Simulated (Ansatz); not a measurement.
# CH6N2Si: the cost of one run

Program: Ansatz 0.2.0. Level of theory: RKS BHLYP/6-31G. These are calculated values, not measurements.

## (1) The structure to begin with

Bond lengths: C1–N2 1.140 Å, C1–H3 1.061 Å, Si4–N5 1.733 Å, Si4–H6 1.461 Å, Si4–H7 1.462 Å, Si4–H8 1.467 Å, N5–H9 1.009 Å, N5–H10 1.009 Å. Angles: N2–C1–H3 179.1°, Si4–N5–H9 117.2°, Si4–N5–H10 117.3°, H9–N5–H10 108.5°, N5–Si4–H6 104.0°, N5–Si4–H7 104.3°, N5–Si4–H8 115.4°, H6–Si4–H7 112.9°, H6–Si4–H8 110.3°, H7–Si4–H8 109.9°.

Structure file:

```xyz
10

C     0.6518    0.2805   -2.4232
N     1.4441    0.2833   -3.2424
H    -0.0750    0.2857   -1.6509
Si   -0.0867   -0.7603    1.2029
N    -0.6204    0.7745    0.6007
H    -1.2233   -1.6476    0.9653
H     1.0740   -1.0880    0.3760
H     0.2887   -0.7843    2.6211
H     0.0484    1.5306    0.6050
H    -1.5017    1.1254    0.9456
```

## (2) Relaxing the start

File input.yaml:

```yaml
crystal:
  periodic: [false, false, false]
  atoms:
    - { symbol: C, position_ang: [0.6518, 0.2805, -2.4232] }
    - { symbol: "N", position_ang: [1.4441, 0.2833, -3.2424] }
    - { symbol: H, position_ang: [-0.075, 0.2857, -1.6509] }
    - { symbol: Si, position_ang: [-0.0867, -0.7603, 1.2029] }
    - { symbol: "N", position_ang: [-0.6204, 0.7745, 0.6007] }
    - { symbol: H, position_ang: [-1.2233, -1.6476, 0.9653] }
    - { symbol: H, position_ang: [1.074, -1.088, 0.376] }
    - { symbol: H, position_ang: [0.2887, -0.7843, 2.6211] }
    - { symbol: H, position_ang: [0.0484, 1.5306, 0.605] }
    - { symbol: H, position_ang: [-1.5017, 1.1254, 0.9456] }
basis:
  gaussian: { orbitals: "6-31G" }
hamiltonian:
  xc: { name: BHLYP }
relax:
  f_tol: 0.02
  max_steps: 40
scf:
  lower_state_search: "off"
output:
  orbitals: {}
```

Launch:

```bash
ansatz run input.yaml --threads 1 --pin off --max-ram 2048MiB --backend cpu --events-out ev --progress --plain --runs-dir out
```

What time and memory should one allow on 1 thread of Arm Neoverse V1, shared host?

About 34 s, with a peak of 0.12 GiB.
